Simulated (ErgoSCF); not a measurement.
# GeH3 (SMILES [GeH3]): levels of theory compared

We compute a comparison of 5 runs (UHF/def2-SVP, UBLYP/6-31G, UB3LYP/6-31G*, UB3LYP/cc-pVDZ, UPBE0/def2-SVP) of GeH3. 

The results are computed with ErgoSCF 3.8.

## Step 1: Starting point

GeH3 has 4 atoms, charge 0, and is taken as a doublet. SMILES: `[GeH3]`. The coordinates come from a PBE0-D4/def2-TZVP relaxation.

Bond lengths: Ge1–H2 1.539 Å, Ge1–H3 1.539 Å, Ge1–H4 1.539 Å. Angles: H2–Ge1–H3 111.1°, H2–Ge1–H4 111.1°, H3–Ge1–H4 111.1°.

## Step 2: The energy at UHF/def2-SVP (run 1)

File geom.xyz:

```xyz
4

Ge     0.214600    -0.125900    -0.249400
H      1.055000     0.109600     1.018300
H     -0.882800    -1.175900    -0.000100
H     -0.386800     1.192200    -0.768800
```

File ergo.in:

```
# GeH3, HF
set_nthreads(1)
basis = "def2-SVP"
scf.use_diagonalization = 1
spin_polarization = 1
scf.max_number_of_iterations = 120
scf.output_mulliken_pop = 1
charge = 0
tmpdir = "."
molecule "geom.xyz"
run "HF"
```

The basis set def2-SVP is read from a file made from the Basis Set Exchange's data (not shown).

On the command line:

```console
$ ergo < ergo.in
```

The log of the run:

```text
[...]
INSC SCF_general constructor, number of basis functions: 47
[...]
INSC Energy   1 =      -1127.04001842495
[...]
INDE E_LUMO =          0.04015836224
[...]
INSC Energy  18 =      -2076.80381497458  ( diff     -0.000000000004547 )
[...]
RESC CONVERGED after  18 iterations.
RESC FINAL ENERGY:      -2076.80381497458
RESC FINAL <S2> =          0.75406563282
[...]
INSC SCF: dipole_moment_x [atomic units] =       0.02865080
INSC SCF: dipole_moment_y [atomic units] =      -0.01678705
INSC SCF: dipole_moment_z [atomic units] =      -0.03327337
[...]
```

Run time: 14 s. Hardware: 1 thread of AMD EPYC 7B13 (Zen 3), shared host; peak memory 0.26 GiB.

## Step 3: The energy at UBLYP/6-31G (run 2)

File job.ego:

```
set_nthreads(1)
molecule_inline Angstrom
Ge       0.214600      -0.125900      -0.249400
H        1.055000       0.109600       1.018300
H       -0.882800      -1.175900      -0.000100
H       -0.386800       1.192200      -0.768800
EOF
basis = "6-31G"
tmpdir = "."
XC.sparse_mode = 0
XC.radint = 1e-11
spin_polarization = 1
scf.use_diagonalization = 1
XC.angint = 41
scf.max_number_of_iterations = 120
scf.output_mulliken_pop = 1
run "BLYP"
```

The basis set 6-31G is read from a file made from the Basis Set Exchange's data (not shown).

On the command line:

```console
$ ergo job.ego
```

The log of the run:

```text
[...]
INDF Weighted mixed functional:
[...]
INSC Energy   1 =      -1468.01128892056
[...]
INDE E_LUMO =         -0.13662251933
[...]
INSC Energy  15 =      -2078.42140732363  ( diff     -0.000000000010459 )
[...]
RESC CONVERGED after  15 iterations.
RESC FINAL ENERGY:      -2078.42140732363
RESC FINAL <S2> =          0.75045426703
[...]
INSC SCF: dipole_moment_x [atomic units] =      -0.02446315
INSC SCF: dipole_moment_y [atomic units] =       0.01437733
INSC SCF: dipole_moment_z [atomic units] =       0.02845797
[...]
```

Run time: 4.8 s. Hardware: 1 thread of AMD EPYC 7B13 (Zen 3), shared host; peak memory 0.26 GiB.

Runs 3 to 4 aren't shown in full; the table further down has their settings and results.

## Step 4: The energy at UPBE0/def2-SVP (run 5)

File input.ego:

```
# GeH3
set_nthreads(1)
molecule_inline Angstrom
Ge       0.214600      -0.125900      -0.249400
H        1.055000       0.109600       1.018300
H       -0.882800      -1.175900      -0.000100
H       -0.386800       1.192200      -0.768800
EOF
basis = "def2-SVP"
charge = 0
XC.sparse_mode = 0
XC.radint = 1e-11
scf.output_mulliken_pop = 1
XC.angint = 41
tmpdir = "."
scf.max_number_of_iterations = 120
spin_polarization = 1
scf.use_diagonalization = 1
run "PBE0"
```

The basis set def2-SVP is read from a file made from the Basis Set Exchange's data (not shown).

On the command line:

```console
$ ergo input.ego
```

The log of the run:

```text
[...]
INDF Weighted mixed functional:
[...]
INSC Energy   1 =      -1137.38707083892
[...]
INDE E_LUMO =         -0.09909828464
[...]
INSC Energy  17 =      -2078.21712172913  ( diff      0.000000000000455 )
[...]
RESC CONVERGED after  17 iterations.
RESC FINAL ENERGY:      -2078.21712172913
RESC FINAL <S2> =          0.75183092919
[...]
INSC SCF: dipole_moment_x [atomic units] =      -0.00266391
INSC SCF: dipole_moment_y [atomic units] =       0.00158211
INSC SCF: dipole_moment_z [atomic units] =       0.00311692
[...]
```

It took 17 s on 1 thread of AMD EPYC 7B13 (Zen 3), shared host; peak memory 0.26 GiB.

## Step 5: The series

```
run                                level  integration grid  radint   energy (Eh)  dipole moment (D)   ⟨S²⟩  wall time
  1                         UHF/def2-SVP                 –       –  -2076.803815               0.12  0.754       14 s
  2                          UBLYP/6-31G             Turbo   1e-11  -2078.421407               0.10  0.750      4.8 s
  3  UB3LYP/6-31G* (spherical functions)             Turbo   1e-11  -2078.507623               0.09  0.751       12 s
  4                       UB3LYP/cc-pVDZ             Turbo   1e-11  -2078.763466               0.03  0.751       42 s
  5                       UPBE0/def2-SVP             Turbo   1e-11  -2078.217122               0.01  0.752       17 s
```

## Step 6: Results

```
            quantity           value
 run 5: total energy  -2078.21712 Eh
run 5: dipole moment          0.01 D
         run 5: ⟨S²⟩           0.752
```

In words: The dipole moment (its size) runs from 0.01 D (UPBE0/def2-SVP) to 0.12 D (UHF/def2-SVP). The two dipoles point in opposite directions. Totals of different functionals can't be ranked against each other. All runs together took 89 s, the longest 42 s.
